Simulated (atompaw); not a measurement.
# Gold: generating and testing a PAW (atompaw) potential

Aim: build the potential from the settings below, then test how well it stands in for the atom: scattering, ghost states and the plane-wave cutoff that it needs.

Method: atompaw 4.2.0.5, PBEsol, scalar-relativistic.

### 1 Settings

The settings as typed:

```json
{"element": "gold (Au, Z = 79)", "type": "PAW", "frozen core": "[Kr] 4d10 4f14", "valence charge": "19", "reference configuration": "5s2 5p6 5d10 6s0 6p0 (charge +1)", "partial waves": "5s (bound): rc 1.15 bohr; 6s (bound, empty): rc 2.30 bohr; 5p (bound): rc 1.75 bohr; 6p (bound, empty): rc 1.65 bohr; 5d (bound): rc 2.30 bohr; 5d channel at -0.8 Ry: rc 2.30 bohr", "local potential": "bessel scheme, radius 2.25 bohr", "core correction": "smooth core density matched at 1.35 bohr", "augmentation charge": "sinc compensation charge, radius 2.00 bohr; PAW radius 2.30 bohr; waves and projectors: custom polynom gramschmidtortho"}
```

### 2 Generation

Input file Au.input:

```
Au 79
GGA-PBESOL scalarrelativistic loggrid 2001 logderivrange -11 5 401
6 6 5 4 0 0
6 0 0
6 1 0
0 0 0
c
c
c
c
v
v
c
c
c
v
v
c
c
v
c
2
2.30 2.00 2.25 1.35
n
n
y
-0.8
n
custom polynom gramschmidtortho sinc
bessel
1.15
2.30
1.75
1.65
2.30
2.30
PWSCFOUT
UPFDX 0.0125d0 UPFXMIN -7.d0 UPFZMESH 79.d0
END
```

Started as:

```sh
$ atompaw < Au.input > Au.log
```

**Question.** What will these runs give? Wanted: cutoffs for 10 and 1 mRy, occupied levels; bound ghosts; largest phase difference near zero energy, channels read; lowest eigenvalue of the overlap; share of valence orbitals outside the PAW sphere; UPF file.

As calculated:

```
                                                quantity                                      value
               cutoffs for 10 and 1 mRy, occupied levels                            45 Ry and 90 Ry
                                            bound ghosts                                 none found
largest phase difference near zero energy, channels read                                  0.003 rad
         lowest eigenvalue of the overlap (Bessel basis)                                  0.452 (s)
        share of valence orbitals outside the PAW sphere  5s 0 %, 6s 59 %, 5p 1 %, 6p 86 %, 5d 13 %
                                                UPF file                                    written
```

It counts as of middling hardness, with 45 Ry needed at the looser tolerance. The slowest occupied level is 5s: taken alone it needs 55 Ry to come within 1 mRy, against 40 Ry for 5p. It is free of bound ghosts as far as tested. Near zero energy the phases of the channels with partial waves agree within 0.003 rad. Note that the frozen 4f shell (-90 eV) lies higher than the valence 5s shell (-117 eV). All of this concerns the isolated atom, not yet a solid.
